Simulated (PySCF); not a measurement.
**TlH+: from the state search to spectroscopic constants**

The task here is to estimate one member of a computed series from the others.

Method: Tl def2-SVPD with ECP60, H def2-SVPD, scalar-relativistic core potentials; program: PySCF 2.14.0.

Set-up of the first run:

The job is set up so:

```json
{"atoms": "Tl, H", "charge": "1", "basis": "Tl def2-SVPD with ECP60, H def2-SVPD", "Hamiltonian": "scalar-relativistic core potentials", "basis functions": "40", "electrons treated": "21", "masses in u": "204.9744, 1.0078", "levels": "PBE0, PBE, r²SCAN, M06-2X, M06-L, B3LYP, HSE06, HF, MP2, SCS-MP2, CCSD, CCSD(T)", "grid": "80 radial by 434 angular points", "occupations": "held fixed by the projection of orbital angular momentum", "dissociation limit": "Tl+ + H, each in its ground configuration", "starting distance in angstrom": "1.850", "values of 2S to try": "1, 3"}
```

Started as:

```
$ OMP_NUM_THREADS=1 python dia.py task.json out
```

Among the steps run: The job; PBE0 along the bond; Higher solutions at PBE0; PBE; r²SCAN; M06-2X; M06-L (meta-GGA); B3LYP (global hybrid GGA); HSE06 (range-separated hybrid); UHF (mean field); Correlated methods on the Hartree–Fock reference.

One of the session's tables, all rows but one given; the rest of the session is left out.

It belongs to the step «The curves together». Energy (eV) from each level's lowest point:

| R (Å) | UHF | UHF-MP2 | UHF-SCS-MP2 | UHF-CCSD | UHF-CCSD(T) |
| --- | --- | --- | --- | --- | --- |
| 2.304 | 0.169 | 0.098 | 0.109 | n/a | n/a |
| 2.411 | 0.128 | 0.070 | 0.079 | 0.046 | 0.043 |
| 2.518 | 0.094 | 0.047 | 0.054 | 0.031 | 0.029 |
| 2.599 | 0.073 | 0.033 | 0.039 | 0.022 | 0.020 |
| 2.679 | 0.055 | 0.023 | 0.027 | 0.015 | 0.013 |
| 2.759 | 0.041 | 0.014 | 0.018 | 0.009 | 0.008 |
| 2.866 | 0.026 | 0.007 | 0.009 | 0.003 | 0.003 |
| 3.001 | ? | ? | ? | ? | ? |
| 3.161 | 0.005 | 0.000 | 0.000 | 0.000 | 0.000 |
| 3.376 | 0.000 | 0.003 | 0.001 | n/a | n/a |

**Question.** Estimate the row for R (Å) = 3.001.

Worked estimate for «UHF». A straight line through the neighbours (2.866, 0.026) and (3.161, 0.005) gives 0.026 + (0.005 − 0.026) × (3.001 − 2.866) / (3.161 − 2.866) = 0.016; a parabola fitted to 4 rows on both sides gives 0.014.

As computed: UHF: 0.014; UHF-MP2: 0.001; UHF-SCS-MP2: 0.003; UHF-CCSD: 0.000; UHF-CCSD(T): 0.000. In «UHF» the line misses by +0.002 and the parabola by 0.000.

Caveats from the session: The bond is weak, and basis-set superposition, which was not computed, may be a sizeable part of it.
